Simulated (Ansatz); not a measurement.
# Pd (Palladium): the cost of one run

Program: Ansatz 0.2.0. Level of theory: DFT RPBE, scalar-relativistic, plane waves, PAW. These are calculated values, not measurements.

2 further runs of the same task are left out: 2 set aside as unsound or not needed.

## Step 1: Starting point

The structure is cubic, space group Fm-3m (No. 225). The conventional cell has a = 3.979 Å, b = 3.979 Å, c = 3.979 Å, α = 90.00°, β = 90.00°, γ = 90.00°. Pd (site symmetry m-3m) has 12 Pd at 2.81 Å as nearest neighbours.

Structure file:

```cif
data_structure
_symmetry_space_group_name_H-M 'Fm-3m'
_symmetry_Int_Tables_number 225
_cell_length_a 3.9795
_cell_length_b 3.9795
_cell_length_c 3.9795
_cell_angle_alpha 90.000
_cell_angle_beta 90.000
_cell_angle_gamma 90.000
_cell_volume 63.02
loop_
_atom_site_label
_atom_site_type_symbol
_atom_site_symmetry_multiplicity
_atom_site_Wyckoff_symbol
_atom_site_fract_x
_atom_site_fract_y
_atom_site_fract_z
_atom_site_occupancy
Pd1 Pd 4 a 0.00000 0.00000 0.00000 1
```

It is the result of an earlier relaxation at this level (volume 15.75 Å³/atom; gap on the mesh: none (metal)).

## Step 2: The slab

Planes are indexed in the bulk's conventional cell (Fm-3m (No. 225)), a = 3.979 Å, b = 3.979 Å, c = 3.979 Å, α = 90.00°, β = 90.00°, γ = 90.00°.

A (111) slab, 6.9 Å thick as cut, with 17 Å of vacuum; its outer planes are Pd (top) and Pd (bottom).

The slab as cut. Its planes from the bottom up:

| plane | atoms per cell | height over the lowest (Å) |
| --- | --- | --- |
| 1 | Pd | 0.00 |
| 2 | Pd | 2.30 |
| 3 | Pd | 4.60 |
| 4 | Pd | 6.89 |

## Step 3: Relaxing the clean slab

input.yaml

```yaml
crystal:
  lattice:
    - [2.8139136277, 0.0, 0.0]
    - [-1.4069568139, 2.4369206857, 0.0]
    - [0.0, 0.0, 23.8926525682]
  atoms:
    - { symbol: Pd, position: [0.6666666667, 0.3333333333, 0.3557579041] }
    - { symbol: Pd, position: [0.3333333333, 0.6666666667, 0.4519193014] }
    - { symbol: Pd, position: [0.0, 0.0, 0.5480806986] }
    - { symbol: Pd, position: [0.6666666667, 0.3333333333, 0.6442420959] }
basis:
  ecutwfc: 420
kpoints:
  mp_grid: { grid: [12, 12, 1] }
hamiltonian:
  xc: rpbe
scf:
  occupations: { method: gaussian, width: 0.1 }
output:
  forces: true
  eigenvalues: true
  write_density: true
  write_potential: true
  elf: true
  volumetric_format: npy
relax:
  adjacent_minimum: "off"
  f_tol: 0.03
  max_steps: 70
  constraints: [{ sites: [0, 1] }]
efield:
  axis: 3
  dipole_correction: true
```

The run is started by

```sh
$ ansatz run input.yaml --threads 2 --pin off --max-ram 5120MiB --backend cpu --events-out ev --progress --plain --runs-dir out
```

Q: Estimate wall time and peak memory on 2 threads of Intel Xeon Platinum 8488C (Sapphire Rapids), shared host.

About 15 s, with a peak of 0.48 GiB.
